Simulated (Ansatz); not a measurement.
**C₅H₅F₃: a ladder of functionals and wavefunction methods**

The task here is to estimate one member of a computed series from the others.

Computed with Ansatz 0.2.0, Gaussian basis. Level: functionals in def2-TZVPP, the program's frozen cores in correlated methods.

Plan: LDA (SPW92), PBE-D4, revPBE-D4, BLYP-D4, r2SCAN-D4, B97M-V, PBE0-D4, B3LYP-D4, r2SCANh-D4, r2SCAN0-D4, HSE06-D4, BHLYP-D4, CAM-B3LYP-D4, LC-ωPBE, ωB97X-V, ωB97M-V, B2PLYP, PBE-QIDH; CCSD(T)/def2-SVP; MP2/def2-TZVPP; MP2/def2-QZVPP; RPA on PBE.

## The relaxed structure

The geometry comes from an earlier relaxation with PBE0-D4 in a triple-zeta def2 set; it is a stationary point, not always the lowest conformer.

SMILES `FC1=C[C@@H](F)[C@H](F)C1`, 13 atoms, charge 0, spin multiplicity 1.

Atoms are counted from 1 here; the program's logs count them from 0.

Bond lengths: F1–C2 1.325 Å, C2–C3 1.326 Å, C2–C8 1.488 Å, C3–C4 1.485 Å, C3–H9 1.080 Å, C4–F5 1.394 Å, C4–C6 1.538 Å, C4–H10 1.093 Å, C6–F7 1.383 Å, C6–C8 1.526 Å, C6–H11 1.092 Å, C8–H12 1.093 Å, C8–H13 1.094 Å. Angles: F1–C2–C3 125.6°, F1–C2–C8 118.8°, C3–C2–C8 115.6°, C2–C3–C4 109.2°, C2–C3–H9 126.2°, C4–C3–H9 124.5°, C3–C4–F5 110.8°, C3–C4–C6 105.1°, C3–C4–H10 114.6°, F5–C4–C6 109.6°, F5–C4–H10 106.7°, C6–C4–H10 110.1°, C4–C6–F7 108.9°, C4–C6–C8 106.7°, C4–C6–H11 110.2°, F7–C6–C8 109.5°, F7–C6–H11 107.8°, C8–C6–H11 113.8° and more.

Set-up of the first run:

The input, in.yaml:

```yaml
crystal:
  periodic: [false, false, false]
  atoms:
    - {symbol: F, position_ang: [1.812745, 1.814141, 0.614403]}
    - {symbol: C, position_ang: [0.900839, 0.940415, 0.214984]}
    - {symbol: C, position_ang: [0.262799, 0.968034, -0.947009]}
    - {symbol: C, position_ang: [-0.652518, -0.198908, -1.030178]}
    - {symbol: F, position_ang: [-0.196127, -1.121169, -1.969870]}
    - {symbol: C, position_ang: [-0.620573, -0.832684, 0.371083]}
    - {symbol: F, position_ang: [-1.805599, -0.539661, 1.021534]}
    - {symbol: C, position_ang: [0.542931, -0.186608, 1.117909]}
    - {symbol: H, position_ang: [0.394479, 1.700160, -1.730384]}
    - {symbol: H, position_ang: [-1.681060, 0.048388, -1.306702]}
    - {symbol: H, position_ang: [-0.543891, -1.918673, 0.291904]}
    - {symbol: H, position_ang: [0.216481, 0.155175, 2.102987]}
    - {symbol: H, position_ang: [1.389793, -0.863507, 1.264139]}
basis:
  gaussian: {orbitals: def2-TZVPP}
hamiltonian: {xc: lda}
output: {orbitals: {seedname: orbitals}}
```

Run with:

```sh
$ ansatz run in.yaml --threads 4 --pin off --events-out ev --progress --plain --max-ram 11315MiB
```

Among the steps run: LDA; PBE-D4 (GGA); revPBE-D4 (GGA); BLYP-D4 (GGA); r2SCAN-D4 (meta-GGA); B97M-V (meta-GGA); PBE0-D4 (hybrid); B3LYP-D4 (hybrid); r2SCANh-D4 (hybrid); r2SCAN0-D4 (hybrid); HSE06-D4 (hybrid); BHLYP-D4 (hybrid); CAM-B3LYP-D4 (range-separated); LC-ωPBE (range-separated); ωB97X-V (range-separated); ωB97M-V (range-separated); B2PLYP (double hybrid); PBE-QIDH (double hybrid).

One of the session's tables, all rows but one given; the rest of the session is left out.

It belongs to the step «Orbital energies across the functionals». 

| functional | HOMO (eV) | gap (eV) |
| --- | --- | --- |
| LDA (SPW92) | -6.80 | 5.37 |
| PBE-D4 | -6.60 | 5.44 |
| revPBE-D4 | -6.53 | 5.46 |
| BLYP-D4 | -6.48 | 5.42 |
| r2SCAN-D4 | -6.84 | 5.90 |
| B97M-V | ? | ? |
| PBE0-D4 | -7.84 | 7.70 |
| B3LYP-D4 | -7.63 | 7.23 |
| r2SCANh-D4 | -7.30 | 6.74 |
| r2SCAN0-D4 | -8.00 | 8.00 |
| HSE06-D4 | -7.44 | 6.92 |
| BHLYP-D4 | -8.95 | 9.93 |
| CAM-B3LYP-D4 | -9.21 | 10.20 |
| LC-ωPBE | -10.55 | 12.75 |
| ωB97X-V | -10.17 | 12.31 |
| ωB97M-V | -10.08 | 12.08 |

**Question.** Estimate the row for B97M-V.

As computed: HOMO (eV): -6.88; gap (eV): 6.02. In the column «HOMO (eV)» it lies between r2SCANh-D4 (-7.30) and r2SCAN-D4 (-6.84).
